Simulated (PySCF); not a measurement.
# SnFOH: singlet, from a bent start

Aim: relax SnFOH as a singlet from a bent start, check by its vibrations whether the end is a minimum, and collect its spectrum and constants.

Program: PySCF 2.14.0. Level of theory: PBE0, basis Sn def2-TZVP with ECP28, F def2-TZVP, O def2-TZVP, H def2-TZVP, scalar-relativistic core potentials, no spin–orbit coupling, density fitting. These are calculated values, not measurements.

**1. The starting structure**

4 atoms, charge 0, spin multiplicity 1.

Bond lengths: Sn1–F2 2.040 Å, Sn1–O3 2.030 Å, O3–H4 0.960 Å. Angles: F2–Sn1–O3 110.0°, Sn1–O3–H4 130.0°.

Z-matrix (Å, degrees; charge 0 multiplicity 1):
```
Sn
F  1 2.0400
O  1 2.0300 2 110.00
H  3 0.9600 1 130.00 2 90.00
```

**2. Finding the electronic state**

The steps below are one call of a driver around PySCF. For each, scf.py gives the equivalent set-up of the SCF; relaxations use the driver's own optimiser. After this first run the driver tries any further starts and a stability analysis.

scf.py reads:

```python
from pyscf import gto, scf, dft
mol = gto.M(atom='''
Sn     0.000000     0.000000     0.000000
F      1.671100     0.000000     1.170100
O     -1.662900     0.000000     1.164400
H     -2.168400     0.735400     1.518300''',
    basis={'Sn': 'def2-TZVP', 'F': 'def2-TZVP', 'O': 'def2-TZVP', 'H': 'def2-TZVP'},
    ecp={'Sn': 'def2-TZVP'},
    charge=0, spin=0)
mf = dft.RKS(mol, xc='PBE0')
mf.grids.atom_grid = (50, 194)
aux = {'Sn': 'def2-universal-JKFIT', 'F': 'def2-universal-JKFIT', 'O': 'def2-universal-JKFIT', 'H': 'def2-universal-JKFIT'}
mf = mf.density_fit(auxbasis=aux)
mf.conv_tol = 1e-08
mf.diis_space = 10
mf.max_cycle = 60
mf.init_guess = 'minao'
mf.verbose = 4
mf.kernel()
```

Run with:

```console
OMP_NUM_THREADS=4 python axn.py task.json out
```

Further steps of the session: Relaxation: bent start, singlet; Frequencies.

**Question.** What will these runs give? Wanted: minimum; geometry; wavenumbers; dipole moment; highest occupied, lowest empty level; polar-tensor charge of Sn1; zero-point energy; atomisation energy.

As calculated:

| quantity | value |
| --- | --- |
| minimum | singlet, Cs |
| geometry | O–H 0.963 Å, Sn–F 1.950 Å, Sn–O 1.964 Å; F–Sn–O 94.6°, H–O–Sn 114.0° |
| wavenumbers (cm⁻¹) | 185 (a'), 453 (a''), 570 (a'), 621 (a'), 736 (a'), 3859 (a') |
| dipole moment | 1.81 D |
| highest occupied, lowest empty level | -8.15, -2.33 eV |
| polar-tensor charge of Sn1 | +1.22 e |
| zero-point energy | 38.4 kJ/mol |
| entropy at 298.15 K | 292.5 J/(mol K) |
| atomisation energy (no zero-point energy) | 1317 kJ/mol |

**Reading.** From C1 at the start the molecule goes to a Cs minimum. In the infrared the band at 453 cm⁻¹ (a'') leads. Only this shape and spin were tried, so other structures or states may lie lower.
